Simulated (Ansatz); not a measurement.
# MoS2: the cost of one run

Computed with Ansatz 0.2.0 (DFT PBEsol, scalar-relativistic, plane waves, PAW, unless a step's input says otherwise).

4 further runs of the same task are left out: 1 that didn't finish, 3 set aside as unsound or not needed.

## (1) Starting point

Symmetry: R3m, No. 160, trigonal system. The conventional cell has a = 3.143 Å, b = 3.143 Å, c = 18.850 Å, α = 90.00°, β = 90.00°, γ = 120.00°. Mo (site symmetry 3m) is surrounded by 6 S at 2.39 Å. S (site symmetry 3m) has 3 Mo at 2.39 Å in its first shell of neighbours.

As a file:

```
CELL_PARAMETERS angstrom
1.57156 0.90734 6.28329
-1.57156 0.90734 6.28329
0.00000 -1.81468 6.28329
ATOMIC_POSITIONS crystal
Mo 0.00000 0.00000 0.00000
S 0.74931 0.74931 0.74931
S 0.58399 0.58399 0.58399
```

This cell was relaxed beforehand with the same method: volume 17.92 Å³/atom, gap on the mesh 1.01 eV.

Bulk energy on matching settings, from an earlier run: -2223.3893 eV/atom.

## (2) The (101) slab

Miller indices refer to the conventional cell of the relaxed bulk, R3m (No. 160): a = 3.143 Å, b = 3.143 Å, c = 18.850 Å, α = 90.00°, β = 90.00°, γ = 120.00°.

The slab is a (101) slab, 11.9 Å thick as cut, with 15 Å of vacuum; its outer planes are Mo (top) and S (bottom).

The slab as cut. Its planes from the bottom up:

| plane | atoms per cell | height over the lowest (Å) |
| --- | --- | --- |
| 1 | S | 0.00 |
| 2 | S | 0.45 |
| 3 | Mo | 1.12 |
| 4 | S | 2.69 |
| 5 | S | 3.14 |
| 6 | Mo | 3.81 |
| 7 | S | 5.39 |
| 8 | S | 5.83 |
| 9 | Mo | 6.51 |
| 10 | S | 8.08 |
| 11 | S | 8.53 |
| 12 | Mo | 9.20 |
| 13 | S | 10.78 |
| 14 | S | 11.22 |
| 15 | Mo | 11.90 |

## (3) Single point on the unrelaxed (101) slab

The cell repeats along c, and a dipole correction in the vacuum removes the field between the copies.

File input.yaml:

```yaml
crystal:
  lattice:
    - [3.1431208318, 0.0, 0.0]
    - [-1.5715604159, 6.3484649833, 0.0]
    - [0.0, 0.0, 26.8970708865]
  atoms:
    - { symbol: S, position: [0.1419093217, 0.2838186435, 0.2788407716] }
    - { symbol: S, position: [0.8989910954, 0.7979821907, 0.2953998876] }
    - { symbol: Mo, position: [0.5306428742, 0.0612857485, 0.3205092465] }
    - { symbol: S, position: [0.6725497415, 0.3450994829, 0.3790032671] }
    - { symbol: S, position: [0.4296315151, 0.8592630302, 0.3955623831] }
    - { symbol: Mo, position: [0.061283294, 0.1225665879, 0.420671742] }
    - { symbol: S, position: [0.2031901612, 0.4063803224, 0.4791657626] }
    - { symbol: S, position: [0.9602719348, 0.9205438696, 0.4957248786] }
    - { symbol: Mo, position: [0.5919237137, 0.1838474274, 0.5208342374] }
    - { symbol: S, position: [0.7338305809, 0.4676611618, 0.579328258] }
    - { symbol: S, position: [0.4909123545, 0.9818247091, 0.595887374] }
    - { symbol: Mo, position: [0.1225641334, 0.2451282668, 0.6209967329] }
    - { symbol: S, position: [0.2644710006, 0.5289420013, 0.6794907535] }
    - { symbol: S, position: [0.0215527743, 0.0431055485, 0.6960498695] }
    - { symbol: Mo, position: [0.6532045531, 0.3064091063, 0.7211592284] }
basis:
  ecutwfc: 420
kpoints:
  mp_grid: { grid: [9, 4, 1] }
hamiltonian:
  xc: pbesol
scf:
  occupations: { method: gaussian, width: 0.05 }
output:
  forces: true
  stress: true
  eigenvalues: true
efield:
  axis: 3
  dipole_correction: true
  ramp_width: 0.04
```

Command:

```
$ ansatz run input.yaml --threads 2 --pin off --max-ram 5120MiB --backend cpu --events-out ev --progress --plain --runs-dir out
```

Q: Estimate wall time and peak memory on 2 threads of Arm Neoverse V1, shared host.

About 67 s, with a peak of 1.1 GiB.
